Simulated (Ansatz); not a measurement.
# Co3O4: the cost of one run

Computed with Ansatz 0.2.0 (DFT r2SCAN, PAW, plane waves, scalar-relativistic, unless a step's input says otherwise).

The COD cell was measured well above room temperature, so it is larger than a cold one.

3 further runs of the same task are left out: 1 for a known fault of the program, 2 that didn't finish.

## 1. Starting point

It takes space group Fd-3m (No. 227, cubic). Conventional cell: a = 8.164 Å, b = 8.164 Å, c = 8.164 Å, α = 90.00°, β = 90.00°, γ = 90.00°. Co (site symmetry -43m) is surrounded by 4 O at 1.95 Å. Co (site symmetry -3m) has 6 O at 1.94 Å as nearest neighbours. O (site symmetry 3m) is surrounded by 4 Co at 1.94 to 1.95 Å.

As a file:

```xyz
14
Lattice="0.0000 4.0819 4.0819 4.0819 0.0000 4.0819 4.0819 4.0819 0.0000" Properties=species:S:1:pos:R:3 pbc="T T T"
Co    6.1228    6.1228    6.1228
Co    4.0819    4.0819    4.0819
Co    1.0205    1.0205    1.0205
Co    1.0205    3.0614    3.0614
Co    3.0614    3.0614    1.0205
Co    3.0614    1.0205    3.0614
O     7.2477    7.2477    7.2477
O     2.9569    5.2068    5.2068
O     4.9978    4.9978    7.2477
O     5.2068    2.9569    5.2068
O     7.2477    4.9978    4.9978
O     2.9569    2.9569    2.9569
O     4.9978    7.2477    4.9978
O     5.2068    5.2068    2.9569
```

Labels such as O14 number the atoms in the order of the input file.

Changes shown after the default run: Broyden, β 0.9, history 16, no preconditioner; density-residual threshold 1e-3 eV; cutoff 520 eV; Fermi–Dirac width 0.003 eV, no switch to direct minimisation; cold smearing, width 2.0 eV; Fermi–Dirac width 0.001 eV, no switch to direct minimisation; Fermi–Dirac width 0.0005 eV, no switch to direct minimisation.

The search for lower states is off throughout, and inputs that name a mixer don't switch to direct minimisation unless they say so. Spin polarisation is off.

## 2. Default SCF settings

File input.yaml:

```yaml
crystal:
  lattice:
    - [0.0, 4.08185, 4.08185]
    - [4.08185, 0.0, 4.08185]
    - [4.08185, 4.08185, 0.0]
  atoms:
    - { symbol: Co, position: [0.75, 0.75, 0.75] }
    - { symbol: Co, position: [0.5, 0.5, 0.5] }
    - { symbol: Co, position: [0.125, 0.125, 0.125] }
    - { symbol: Co, position: [0.625, 0.125, 0.125] }
    - { symbol: Co, position: [0.125, 0.125, 0.625] }
    - { symbol: Co, position: [0.125, 0.625, 0.125] }
    - { symbol: O, position: [0.8878, 0.8878, 0.8878] }
    - { symbol: O, position: [0.9134, 0.3622, 0.3622] }
    - { symbol: O, position: [0.8878, 0.8878, 0.3366] }
    - { symbol: O, position: [0.3622, 0.9134, 0.3622] }
    - { symbol: O, position: [0.3366, 0.8878, 0.8878] }
    - { symbol: O, position: [0.3622, 0.3622, 0.3622] }
    - { symbol: O, position: [0.8878, 0.3366, 0.8878] }
    - { symbol: O, position: [0.3622, 0.3622, 0.9134] }
hamiltonian:
  xc: r2scan
  pseudopotentials: { kind: paw }
basis:
  ecutwfc: 500
kpoints:
  mp_grid: { grid: [3, 3, 3] }
scf:
  occupations: { method: fermi_dirac, width: 0.1 }
  lower_state_search: "off"
output:
  forces: true
  stress: true
  write_density: true
  write_potential: true
  elf: true
  volumetric_format: npy
```

The run is started by

```console
ansatz run input.yaml --threads 2 --pin off --max-ram 5120MiB --backend cpu --events-out ev --progress --plain --runs-dir out
```

Q: Estimate wall time and peak memory on 2 threads of AMD EPYC 7B13 (Zen 3), shared host.

About 6.5 s, with a peak of 0.89 GiB.
